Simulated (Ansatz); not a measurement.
# ClGeH3O2: molecular dynamics

Purpose: to follow the molecule's vibrations and see whether its bonds hold. The start is relaxed first. Runs: 300 steps of 0.5 fs at constant energy, with velocities drawn for 1500 K. SMILES of the start: [OH][GeH]([OH])[Cl].

Method: RKS PBE0/def2-SVP, in Ansatz 0.2.0.

**1. The structure to begin with**

Bond lengths: Ge1–H2 1.550 Å, Ge1–O3 1.770 Å, O3–H4 1.010 Å, Ge1–Cl5 2.218 Å, Ge1–O6 1.769 Å, O6–H7 1.010 Å. Angles: H2–Ge1–O3 109.4°, H2–Ge1–Cl5 109.5°, H2–Ge1–O6 109.5°, O3–Ge1–Cl5 109.5°, O3–Ge1–O6 109.5°, Cl5–Ge1–O6 109.5°, Ge1–O3–H4 109.5°, Ge1–O6–H7 109.5°.

Structure file:

```xyz
7

Ge    0.0000    0.0000    0.0000
H     0.0000    0.0000    1.5500
O     1.6691    0.0000   -0.5894
H     1.9855   -0.9521   -0.7061
Cl   -1.0456    1.8115   -0.7393
O    -0.8337   -1.4443   -0.5894
H    -1.2883   -1.9100    0.1830
```

**2. Relaxing the start**

File input.yaml:

```yaml
crystal:
  periodic: [false, false, false]
  atoms:
    - { symbol: Ge, position_ang: [0.0, 0.0, 0.0] }
    - { symbol: H, position_ang: [0.0, 0.0, 1.55] }
    - { symbol: O, position_ang: [1.6691, 0.0, -0.5894] }
    - { symbol: H, position_ang: [1.9855, -0.9521, -0.7061] }
    - { symbol: Cl, position_ang: [-1.0456, 1.8115, -0.7393] }
    - { symbol: O, position_ang: [-0.8337, -1.4443, -0.5894] }
    - { symbol: H, position_ang: [-1.2883, -1.91, 0.183] }
basis:
  gaussian: { orbitals: def2-SVP }
hamiltonian:
  xc: pbe0
relax:
  f_tol: 0.02
  max_steps: 40
output:
  orbitals: {}
```

On the command line:

```bash
> ansatz run input.yaml --threads 1 --pin off --max-ram 2048MiB --backend cpu --events-out ev --progress --plain --runs-dir out
```

The runs that follow: Dynamics.

**Question.** What will these runs give? Wanted: relaxation of the start; temperature, first and last step; temperature, second half; potential energy, second half; largest change of the total energy; bonds formed or broken.

As calculated:

| quantity | value |
| --- | --- |
| relaxation of the start | 12 moves, 0.320 eV lower |
| length | 300 steps of 0.5 fs |
| temperature, first and last step | 1500 and 768 K |
| temperature, second half | mean 734 K, from 188 to 1261 K |
| potential energy, second half | +71 meV/atom from the start |
| largest change of the total energy | 0.58 meV/atom |
| bonds formed or broken | 0 |

**Reading.** The temperature starts at 1500 K and averages 734 K in the second half, where it ranges from 188 to 1261 K; a mean near half the start is what vibrations about a minimum give, since they share energy equally between motion and strain. The total energy strays from its start by at most 0.58 meV/atom, 0.8 % of the mean kinetic energy, so a step of 0.5 fs is short enough over this time. The bonding pattern survives the run. 150 fs on 7 atoms is far too short and small for converged averages. The nuclei move classically, without zero-point motion, which matters most for hydrogen.
